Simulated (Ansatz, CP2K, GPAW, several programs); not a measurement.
# BaTiO3: cheap methods against density-functional theory

Aim: run BaTiO3 through methods of unlike cost and see what each gets, and at what price.

Computed with CP2K, Ansatz, GPAW (versions at each run) (no spin polarisation, static lattice; gaps from single points on the cell relaxed beforehand with r²SCAN, unless a step's input says otherwise).

### Step 1. The structure to begin with

The structure is cubic, space group Pm-3m (No. 221). The conventional cell has a = 3.994 Å, b = 3.994 Å, c = 3.994 Å, α = 90.00°, β = 90.00°, γ = 90.00°. Around Ba (site symmetry m-3m) lie 12 O at 2.82 Å. Ti (site symmetry m-3m) is surrounded by 6 O at 2.00 Å. O (site symmetry 4/mmm) has 2 Ti at 2.00 Å and 4 Ba at 2.82 Å as nearest neighbours.

As a file:

```cif
data_structure
_symmetry_space_group_name_H-M 'Pm-3m'
_symmetry_Int_Tables_number 221
_cell_length_a 3.9941
_cell_length_b 3.9941
_cell_length_c 3.9941
_cell_angle_alpha 90.000
_cell_angle_beta 90.000
_cell_angle_gamma 90.000
_cell_volume 63.72
loop_
_atom_site_label
_atom_site_type_symbol
_atom_site_symmetry_multiplicity
_atom_site_Wyckoff_symbol
_atom_site_fract_x
_atom_site_fract_y
_atom_site_fract_z
_atom_site_occupancy
Ba1 Ba 1 b 0.50000 0.50000 0.50000 1
Ti1 Ti 1 a 0.00000 0.00000 0.00000 1
O1 O 3 d 0.50000 0.00000 0.00000 1
```

**Question.** The methods are PBE/DZVP, PBE/SZV, coarse PBE, GLLB-SC, PBE, r2SCAN. What gap does r2SCAN give on this cell, and which other methods (full PBE left aside) come nearest to r2SCAN and farthest in gap, volume and bulk modulus?

```
                                               quantity                                    value
                                                 r2SCAN   gap 2.17 eV, 12.74 Å³/atom, B₀ 181 GPa
         gap: nearest and farthest of the other methods  PBE/DZVP (-0.49 eV), GLLB-SC (+1.41 eV)
      volume: nearest and farthest of the other methods      PBE/DZVP (+3.0 %), PBE/SZV (+9.0 %)
bulk modulus: nearest and farthest of the other methods         PBE/DZVP (-9 %), PBE/SZV (-17 %)
```

In words: For the gap, of the 4 methods compared (full PBE left aside), PBE/DZVP comes nearest to r2SCAN and GLLB-SC is farthest. For the volume, of the 2 methods compared (full PBE left aside), PBE/DZVP comes nearest to r2SCAN and PBE/SZV is farthest. Among the 2 methods compared for the bulk modulus (full PBE left aside), PBE/DZVP is nearest to r2SCAN and PBE/SZV farthest. A minimal basis or a coarse cutoff and mesh shifts results by its own error, so closeness to r2SCAN can be chance. GLLB-SC is compared with its derivative discontinuity added. No volume is given for coarse PBE, which can hide a larger miss. CPU times run from 0.97 s (coarse PBE) to 40 s (PBE/DZVP). On this cell PBE/DZVP, PBE/SZV, GLLB-SC cost more than r2SCAN itself (7.1 s), so they are no saving here. r2SCAN is a yardstick, not the truth: it usually gives gaps below the measured ones. Spin-orbit coupling is left out throughout.
